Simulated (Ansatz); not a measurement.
# Ta2O5: a frozen normal mode

This session takes Ta2O5 and sets out to trace the energy along mode 11.

Program: Ansatz 0.2.0. Level of theory: DFT r2SCAN, scalar-relativistic, plane waves, PAW. These are calculated values, not measurements.

1 further run of the same task is left out (set aside as unsound or not needed). Runs told in other sessions of the task aren't counted.

**1. The system as given**

Symmetry: Pmmm, No. 47, orthorhombic system. The conventional cell has a = 3.666 Å, b = 3.857 Å, c = 6.456 Å, α = 90.00°, β = 90.00°, γ = 90.00°. Ta (site symmetry mmm) has 6 O at 1.93 to 2.17 Å in its first shell of neighbours. Around Ta (site symmetry mmm) lie 6 O at 1.83 to 2.07 Å. Around O (site symmetry mmm) lie 2 Ta at 1.93 Å. O (site symmetry mm2) has 3 Ta at 2.07 to 2.17 Å in its first shell of neighbours. O (site symmetry mmm) is surrounded by 2 Ta at 1.83 Å.

Coordinates:

```cif
data_structure
_symmetry_space_group_name_H-M 'P 1'
_symmetry_Int_Tables_number 1
_cell_length_a 3.6657
_cell_length_b 3.8573
_cell_length_c 6.4562
_cell_angle_alpha 90.000
_cell_angle_beta 90.000
_cell_angle_gamma 90.000
_cell_volume 91.29
loop_
_atom_site_label
_atom_site_type_symbol
_atom_site_fract_x
_atom_site_fract_y
_atom_site_fract_z
_atom_site_occupancy
Ta1 Ta 0.50000 0.00000 0.50000 1
Ta2 Ta 0.00000 0.00000 0.00000 1
O1 O 0.50000 0.50000 0.50000 1
O2 O 0.00000 0.00000 0.67967 1
O3 O 0.00000 0.50000 0.00000 1
O4 O 0.50000 0.00000 0.00000 1
O5 O 0.00000 0.00000 0.32033 1
```

It goes back to an entry of the Materials Project, which need not be the stable form.

It is the result of an earlier relaxation at this level (volume 13.04 Å³/atom; gap on the mesh: 0.64 eV).

**2. The reference cell**

The reference gives a free energy of -22737.8029 eV, pressure 0.02 GPa, largest force 0.000 eV/Å and gap on the mesh 0.64 eV. It was computed beforehand with the settings of the runs below.

**3. Next: a frozen normal mode**

Mode 11 of the phonon run on this cell, counted from the lowest, is frozen in: each atom moves by x times its row below, so x is the largest displacement.

```
atom     ux      uy     uz
 Ta1  0.000  -0.028  0.000
 Ta2  0.000  -0.149  0.000
  O3  0.000   1.000  0.000
  O4  0.000   0.721  0.000
  O5  0.000  -0.012  0.000
  O6  0.000  -0.423  0.000
  O7  0.000   0.721  0.000
```

**4. Point x = -0.120 Å**

The input, input.yaml:

```yaml
crystal:
  lattice:
    - [3.6656528721, 0.0, 0.0]
    - [0.0, 3.8573466781, 0.0]
    - [0.0, 0.0, 6.4561877307]
  atoms:
    - { symbol: Ta, position: [0.5, 0.0008813494, 0.5] }
    - { symbol: Ta, position: [0.0, 0.0046378355, 0.0] }
    - { symbol: O, position: [0.5, 0.4688905328, 0.5] }
    - { symbol: O, position: [0.0, -0.0224306335, 0.6796671575] }
    - { symbol: O, position: [0.0, 0.5003800783, 0.0] }
    - { symbol: O, position: [0.5, 0.0131689533, 0.0] }
    - { symbol: O, position: [0.0, -0.0224306335, 0.3203328425] }
basis:
  ecutwfc: 500
kpoints:
  mp_grid: { grid: [8, 8, 4] }
hamiltonian:
  xc: r2scan
scf:
  occupations: { method: gaussian, width: 0.05 }
output:
  forces: true
  stress: true
  eigenvalues: true
```

The run is started by

```console
> ansatz run input.yaml --threads 2 --pin off --max-ram 5120MiB --backend cpu --events-out ev --progress --plain --runs-dir out
```

**5. x = 0.090 Å**

The input, input.yaml:

```yaml
crystal:
  lattice:
    - [3.6656528721, 0.0, 0.0]
    - [0.0, 3.8573466781, 0.0]
    - [0.0, 0.0, 6.4561877307]
  atoms:
    - { symbol: Ta, position: [0.5, -0.0006610121, 0.5] }
    - { symbol: Ta, position: [0.0, -0.0034783767, 0.0] }
    - { symbol: O, position: [0.5, 0.5233321004, 0.5] }
    - { symbol: O, position: [0.0, 0.0168229751, 0.6796671575] }
    - { symbol: O, position: [0.0, 0.4997149413, 0.0] }
    - { symbol: O, position: [0.5, -0.009876715, 0.0] }
    - { symbol: O, position: [0.0, 0.0168229751, 0.3203328425] }
basis:
  ecutwfc: 500
kpoints:
  mp_grid: { grid: [8, 8, 4] }
hamiltonian:
  xc: r2scan
scf:
  occupations: { method: gaussian, width: 0.05 }
output:
  forces: true
  stress: true
  eigenvalues: true
```

**6. Point x = -0.060 Å**

The input, input.yaml:

```yaml
crystal:
  lattice:
    - [3.6656528721, 0.0, 0.0]
    - [0.0, 3.8573466781, 0.0]
    - [0.0, 0.0, 6.4561877307]
  atoms:
    - { symbol: Ta, position: [0.5, 0.0004406747, 0.5] }
    - { symbol: Ta, position: [0.0, 0.0023189178, 0.0] }
    - { symbol: O, position: [0.5, 0.4844452664, 0.5] }
    - { symbol: O, position: [0.0, -0.0112153167, 0.6796671575] }
    - { symbol: O, position: [0.0, 0.5001900392, 0.0] }
    - { symbol: O, position: [0.5, 0.0065844766, 0.0] }
    - { symbol: O, position: [0.0, -0.0112153167, 0.3203328425] }
basis:
  ecutwfc: 500
kpoints:
  mp_grid: { grid: [8, 8, 4] }
hamiltonian:
  xc: r2scan
scf:
  occupations: { method: gaussian, width: 0.05 }
output:
  forces: true
  stress: true
  eigenvalues: true
```

**7. x = 0.030 Å**

The input, input.yaml:

```yaml
crystal:
  lattice:
    - [3.6656528721, 0.0, 0.0]
    - [0.0, 3.8573466781, 0.0]
    - [0.0, 0.0, 6.4561877307]
  atoms:
    - { symbol: Ta, position: [0.5, -0.0002203374, 0.5] }
    - { symbol: Ta, position: [0.0, -0.0011594589, 0.0] }
    - { symbol: O, position: [0.5, 0.5077773668, 0.5] }
    - { symbol: O, position: [0.0, 0.0056076584, 0.6796671575] }
    - { symbol: O, position: [0.0, 0.4999049804, 0.0] }
    - { symbol: O, position: [0.5, -0.0032922383, 0.0] }
    - { symbol: O, position: [0.0, 0.0056076584, 0.3203328425] }
basis:
  ecutwfc: 500
kpoints:
  mp_grid: { grid: [8, 8, 4] }
hamiltonian:
  xc: r2scan
scf:
  occupations: { method: gaussian, width: 0.05 }
output:
  forces: true
  stress: true
  eigenvalues: true
  write_density: true
  write_potential: true
  elf: true
  volumetric_format: npy
```

**8. x = 0.105 Å**

The input, input.yaml:

```yaml
crystal:
  lattice:
    - [3.6656528721, 0.0, 0.0]
    - [0.0, 3.8573466781, 0.0]
    - [0.0, 0.0, 6.4561877307]
  atoms:
    - { symbol: Ta, position: [0.5, -0.0007711808, 0.5] }
    - { symbol: Ta, position: [0.0, -0.0040581061, 0.0] }
    - { symbol: O, position: [0.5, 0.5272207838, 0.5] }
    - { symbol: O, position: [0.0, 0.0196268043, 0.6796671575] }
    - { symbol: O, position: [0.0, 0.4996674315, 0.0] }
    - { symbol: O, position: [0.5, -0.0115228341, 0.0] }
    - { symbol: O, position: [0.0, 0.0196268043, 0.3203328425] }
basis:
  ecutwfc: 500
kpoints:
  mp_grid: { grid: [8, 8, 4] }
hamiltonian:
  xc: r2scan
scf:
  occupations: { method: gaussian, width: 0.05 }
output:
  forces: true
  stress: true
  eigenvalues: true
```

**9. x = 0.075 Å**

The input, input.yaml:

```yaml
crystal:
  lattice:
    - [3.6656528721, 0.0, 0.0]
    - [0.0, 3.8573466781, 0.0]
    - [0.0, 0.0, 6.4561877307]
  atoms:
    - { symbol: Ta, position: [0.5, -0.0005508434, 0.5] }
    - { symbol: Ta, position: [0.0, -0.0028986472, 0.0] }
    - { symbol: O, position: [0.5, 0.519443417, 0.5] }
    - { symbol: O, position: [0.0, 0.0140191459, 0.6796671575] }
    - { symbol: O, position: [0.0, 0.499762451, 0.0] }
    - { symbol: O, position: [0.5, -0.0082305958, 0.0] }
    - { symbol: O, position: [0.0, 0.0140191459, 0.3203328425] }
basis:
  ecutwfc: 500
kpoints:
  mp_grid: { grid: [8, 8, 4] }
hamiltonian:
  xc: r2scan
scf:
  occupations: { method: gaussian, width: 0.05 }
output:
  forces: true
  stress: true
  eigenvalues: true
```

**10. At x = 0.045 Å**

The input, input.yaml:

```yaml
crystal:
  lattice:
    - [3.6656528721, 0.0, 0.0]
    - [0.0, 3.8573466781, 0.0]
    - [0.0, 0.0, 6.4561877307]
  atoms:
    - { symbol: Ta, position: [0.5, -0.000330506, 0.5] }
    - { symbol: Ta, position: [0.0, -0.0017391883, 0.0] }
    - { symbol: O, position: [0.5, 0.5116660502, 0.5] }
    - { symbol: O, position: [0.0, 0.0084114876, 0.6796671575] }
    - { symbol: O, position: [0.0, 0.4998574706, 0.0] }
    - { symbol: O, position: [0.5, -0.0049383575, 0.0] }
    - { symbol: O, position: [0.0, 0.0084114876, 0.3203328425] }
basis:
  ecutwfc: 500
kpoints:
  mp_grid: { grid: [8, 8, 4] }
hamiltonian:
  xc: r2scan
scf:
  occupations: { method: gaussian, width: 0.05 }
output:
  forces: true
  stress: true
  eigenvalues: true
```

**11. Point x = 0.015 Å**

The input, input.yaml:

```yaml
crystal:
  lattice:
    - [3.6656528721, 0.0, 0.0]
    - [0.0, 3.8573466781, 0.0]
    - [0.0, 0.0, 6.4561877307]
  atoms:
    - { symbol: Ta, position: [0.5, -0.0001101687, 0.5] }
    - { symbol: Ta, position: [0.0, -0.0005797294, 0.0] }
    - { symbol: O, position: [0.5, 0.5038886834, 0.5] }
    - { symbol: O, position: [0.0, 0.0028038292, 0.6796671575] }
    - { symbol: O, position: [0.0, 0.4999524902, 0.0] }
    - { symbol: O, position: [0.5, -0.0016461192, 0.0] }
    - { symbol: O, position: [0.0, 0.0028038292, 0.3203328425] }
basis:
  ecutwfc: 500
kpoints:
  mp_grid: { grid: [8, 8, 4] }
hamiltonian:
  xc: r2scan
scf:
  occupations: { method: gaussian, width: 0.05 }
output:
  forces: true
  stress: true
  eigenvalues: true
```

(Steps that only read results are left out.)

What does the calculation give? Wanted: harmonic wavenumber of the mode.

**Answer**, as computed:

| quantity | value |
| --- | --- |
| harmonic wavenumber of the mode | 133 cm⁻¹ |
| the same from the force at an amplitude of 0.015 Å | 134 cm⁻¹ |

What this shows: The force at the smallest amplitude gives 134 cm⁻¹ against 133 cm⁻¹ from the phonon run, so the curve is close to a parabola there. The undisturbed cell stays the lowest of the sampled points. The gap on the mesh stays between 0.64 and 0.91 eV. Spin-orbit coupling is left out, which matters for the bands of Ta.
